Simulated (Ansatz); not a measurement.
# SrIrO3, space group Pm-3m: a relaxation of the ions

Computed with Ansatz 0.2.0 through its Python package.

Script `sriro3.py`:
```python
"""Relax the ions of SrIrO3 at fixed cell."""

import logging
import sys

import ansatz as az
from ase import Atoms
from ase.data import atomic_numbers
from ase.io import write
from ase.neighborlist import neighbor_list
import numpy as np
from pymatgen.core import Structure
import spglib

logging.basicConfig(stream=sys.stdout, format="[%(levelname)s] %(message)s")
log = logging.getLogger("ansatz_job")
log.setLevel(logging.INFO)

structure = (
    az.Lattice.of((3.998048, 0.0, 0.0), (0.0, 3.998048, 0.0), (0.0, 0.0, 3.998048))
    .atom("Sr", (0.0, 0.0, 0.0))
    .atom("Ir", (0.5, 0.5, 0.5))
    .atom("O", (0.5, 0.5, 0.0))
    .atom("O", (0.5, 0.0, 0.5))
    .atom("O", (0.0, 0.5, 0.5))
)

job = (
    structure.calculation()
    .occupations(az.OccupationsMethod.FERMI_DIRAC, width=0.15)
    .basis(38 * az.Ry)
    .functional(az.Functional.PBESOL, dispersion="D3(BJ)")
    .kpoints(5, 5, 5)
    .relax(force_tolerance=0.01, max_steps=100, random_displacement=True, displacement_amplitude=0.03, displacement_seed=936)
)
steps = []


def collect(event):
    if event["event"] == "relax_step":
        steps.append(event["data"])


out = job.session().plan().execute(on_event=collect)
report = out.report
for s in steps:
    flag = "" if s["accepted"] else "  (rejected)"
    log.info("step %2d  E = %.5f eV  largest force component = %.4f eV/A%s" % (s["step"], s["lagrangian_ev"], s["allowed_force_max_ev_ang"], flag))

first, last = steps[0], steps[-1]
symbols = [site.symbol for site in out.lattice.sites]
log.info(f"energy gained {first['lagrangian_ev'] - last['lagrangian_ev']:.4f} eV in {len(steps) - 1} steps")

final = Atoms(symbols, positions=last["positions_ang"], cell=out.lattice.cell_ang, pbc=True)
i, j, d = neighbor_list("ijd", final, 4.5)
log.info("neighbours within 1.2 times the shortest distance of each atom (A)")
for atom in range(len(final)):
    near = [m for m in np.argsort(d) if i[m] == atom]
    shell = [m for m in near if d[m] < 1.2 * d[near[0]]]
    print(f"{symbols[atom]}{atom} ({len(shell)}):", ", ".join(f"{symbols[j[m]]} {d[m]:.3f}" for m in shell))

fractions = [site.position_frac for site in out.lattice.sites]
numbers = [atomic_numbers[s] for s in symbols]
for tolerance in (1e-3, 1e-2, 1e-1):
    print(f"space group at {tolerance} A:", spglib.get_spacegroup((out.lattice.cell_ang, fractions, numbers), symprec=tolerance))

log.info("atom   start x y z (A)              end x y z (A)")
for symbol, a, b in zip(symbols, first["positions_ang"], last["positions_ang"]):
    print(f"{symbol:3s}", " ".join(f"{v:8.4f}" for v in a), "  ", " ".join(f"{v:8.4f}" for v in b))

relaxed = Atoms(symbols, positions=[site.position_ang for site in out.lattice.sites], cell=out.lattice.cell_ang, pbc=True)
write("relaxed.vasp", relaxed, format="vasp")

for key in ("converged", "n_iterations", "n_electrons", "n_kpoints", "n_pw", "n_symmetry_ops", "free_energy_ev", "fermi_energy_ev"):
    log.info(f"{key:18s} {report[key]}")

final = Structure(out.lattice.cell_ang, [s.symbol for s in out.lattice.sites], [s.position_frac for s in out.lattice.sites])
print(final)
```

`python sriro3.py` gives:
```text
[INFO] step  1  E = -16975.20277 eV  largest force component = 0.5560 eV/A
[INFO] step  2  E = -16975.21250 eV  largest force component = 0.3077 eV/A
[INFO] step  3  E = -16975.21611 eV  largest force component = 0.0309 eV/A
[INFO] step  4  E = -16975.21664 eV  largest force component = 0.0232 eV/A
[INFO] step  5  E = -16975.21685 eV  largest force component = 0.0323 eV/A
[INFO] step  6  E = -16975.21798 eV  largest force component = 0.0598 eV/A
[INFO] step  7  E = -16975.21880 eV  largest force component = 0.0477 eV/A
[INFO] step  8  E = -16975.22301 eV  largest force component = 0.0551 eV/A
[INFO] step  9  E = -16975.22454 eV  largest force component = 0.0373 eV/A
[INFO] step 10  E = -16975.22747 eV  largest force component = 0.0092 eV/A
[INFO] step 11  E = -16975.22747 eV  largest force component = 0.0092 eV/A
[INFO] step 12  E = -16975.21845 eV  largest force component = 0.1660 eV/A  (rejected)
[INFO] step 13  E = -16975.22745 eV  largest force component = 0.0165 eV/A  (rejected)
[INFO] step 14  E = -16975.22757 eV  largest force component = 0.0047 eV/A
[INFO] step 15  E = -16975.22758 eV  largest force component = 0.0101 eV/A
[INFO] step 16  E = -16975.22763 eV  largest force component = 0.0009 eV/A
[INFO] energy gained 0.0249 eV in 15 steps
[INFO] neighbours within 1.2 times the shortest distance of each atom (A)
Sr0 (12): O 2.677, O 2.678, O 2.680, O 2.680, O 2.706, O 2.792, O 2.867, O 2.948, O 2.982, O 2.983, O 2.985, O 2.986
Ir1 (6): O 1.995, O 1.997, O 2.005, O 2.005, O 2.019, O 2.023
O2 (2): Ir 2.005, Ir 2.005
O3 (2): Ir 1.997, Ir 2.019
O4 (2): Ir 1.995, Ir 2.023
space group at 0.001 A: P1 (1)
space group at 0.01 A: Pm (6)
space group at 0.1 A: Amm2 (38)
[INFO] atom   start x y z (A)              end x y z (A)
Sr    0.0215   0.0208  -0.0027      0.0569   0.0413  -0.0072
Ir    2.0246   1.9894   2.0113      2.0308   2.0267   1.9918
O     2.0056   2.0274  -0.0072      2.1150   2.1522  -0.0072
O     1.9887   0.0239   1.9842      1.8380   0.0168   1.9913
O     0.0181   2.0017   1.9753      0.0178   1.8261   1.9921
[INFO] converged          True
[INFO] n_iterations       6
[INFO] n_electrons        45.0
[INFO] n_kpoints          63
[INFO] n_pw               1743
[INFO] n_symmetry_ops     1
[INFO] free_energy_ev     -16975.227634493443
[INFO] fermi_energy_ev    12.500258352186544
Full Formula (Sr1 Ir1 O3)
Reduced Formula: SrIrO3
abc   :   3.998048   3.998048   3.998048
angles:  90.000000  90.000000  90.000000
pbc   :       True       True       True
Sites (5)
  #  SP           a         b          c
---  ----  --------  --------  ---------
  0  Sr    0.014221  0.01034   -0.001791
  1  Ir    0.507951  0.506929   0.498202
  2  O     0.529013  0.538319  -0.001806
  3  O     0.459726  0.0042     0.498077
  4  O     0.004451  0.456753   0.498276
```

File `relaxed.vasp` afterwards:
```text
Sr Ir O
 1.0000000000000000
     3.9980479999999998    0.0000000000000000    0.0000000000000000
     0.0000000000000000    3.9980479999999998    0.0000000000000000
     0.0000000000000000    0.0000000000000000    3.9980479999999998
 Sr  Ir  O
   1   1   3
Cartesian
  0.0568550813605066  0.0413393704081313 -0.0071618202592427
  2.0308106517586562  2.0267252519427004  1.9918346181768634
  2.1150206848468169  2.1522243743628122 -0.0072218813170594
  1.8380063623685352  0.0167920977788614  1.9913344872069545
  0.0177958703057944  1.8261192738260885  1.9921297757833918
```

Total energies depend on the potentials; only differences at equal settings carry meaning. A total without «per atom» is that of the cell as typed. The cell holds an odd number of electrons and is run without spin, so a magnetic state may lie lower. Dispersion corrections can be off by several per cent in the lattices of metals, and by several GPa in the pressure at a fixed cell. The mesh is modest for a metal, so energies can be off by several to tens of meV an atom and pressures by half a GPa or more; differences at equal mesh fare better. Only differences from the Fermi energy are physical; the zero of the scale is a convention. Energies along a relaxation are free energies. A last row that repeats the one before re-solves the same geometry more tightly. The first row is the displaced cell, and groups found at tight tolerances show what the force threshold leaves of the kick. A Fermi-Dirac width this large means warm electrons, whose thermal share enters the free energy. The cell relaxed to the group Pm; tensors and edges are in the axes of the typed cell. Spin-orbit coupling, which matters for elements this heavy, is left out. This cell is a computed structure, which may not be the phase found in nature. Wall time of the script: 2.2 min on 1 thread of Arm Neoverse V2, on a shared host, peak memory 0.53 GiB.

(Lines on the test bed's own set-up are left out of the output.)
